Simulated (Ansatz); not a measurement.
# Si2W: the cost of one run

Computed with Ansatz 0.2.0 (DFT PBE, scalar-relativistic, plane waves, PAW, unless a step's input says otherwise).

1 further run of the same task is left out (set aside as unsound or not needed).

## (1) The system as given

It takes space group I4/mmm (No. 139, tetragonal). The conventional cell has a = 3.229 Å, b = 3.229 Å, c = 7.867 Å, α = 90.00°, β = 90.00°, γ = 90.00°. Si (site symmetry 4mm) has 5 Si at 2.60 to 2.64 Å and 5 W at 2.63 Å as nearest neighbours. W (site symmetry 4/mmm) has 10 Si at 2.63 Å as nearest neighbours.

Structure file:

```cif
data_structure
_symmetry_space_group_name_H-M 'P 1'
_symmetry_Int_Tables_number 1
_cell_length_a 4.5481
_cell_length_b 4.5481
_cell_length_c 4.5481
_cell_angle_alpha 138.415
_cell_angle_beta 138.415
_cell_angle_gamma 60.268
_cell_volume 41.01
loop_
_atom_site_label
_atom_site_type_symbol
_atom_site_fract_x
_atom_site_fract_y
_atom_site_fract_z
_atom_site_occupancy
Si1 Si 0.33457 0.33457 0.00000 1
Si2 Si 0.66543 0.66543 0.00000 1
W1 W 0.00000 0.00000 0.00000 1
```

This cell was relaxed beforehand with the same method: volume 13.67 Å³/atom, gap on the mesh none (metal).

## (2) The bulk in the cell of the plane

Input file input.yaml:

```yaml
crystal:
  lattice:
    - [3.2289953312, 0.0, 0.0]
    - [0.0, 3.2289953312, 0.0]
    - [1.6144976656, -1.6144976656, 3.9334141204]
  atoms:
    - { symbol: Si, position: [0.6654256001, 0.3345743999, 0.6691487997] }
    - { symbol: Si, position: [0.3345743999, 0.6654256001, 0.3308512003] }
    - { symbol: W, position: [0.0, 0.0, 0.0] }
basis:
  ecutwfc: 420
kpoints:
  mp_grid: { grid: [11, 11, 9] }
hamiltonian:
  xc: pbe
scf:
  occupations: { method: gaussian, width: 0.1 }
output:
  forces: true
  stress: true
  eigenvalues: true
```

Run with:

```bash
> ansatz run input.yaml --threads 2 --pin off --max-ram 5632MiB --backend cpu --events-out ev --progress --plain --runs-dir out
```

**Question.** How long does this run take on 2 threads of Arm Neoverse V2, shared host, and how much memory does it need?

About 4 s, with a peak of 0.43 GiB.
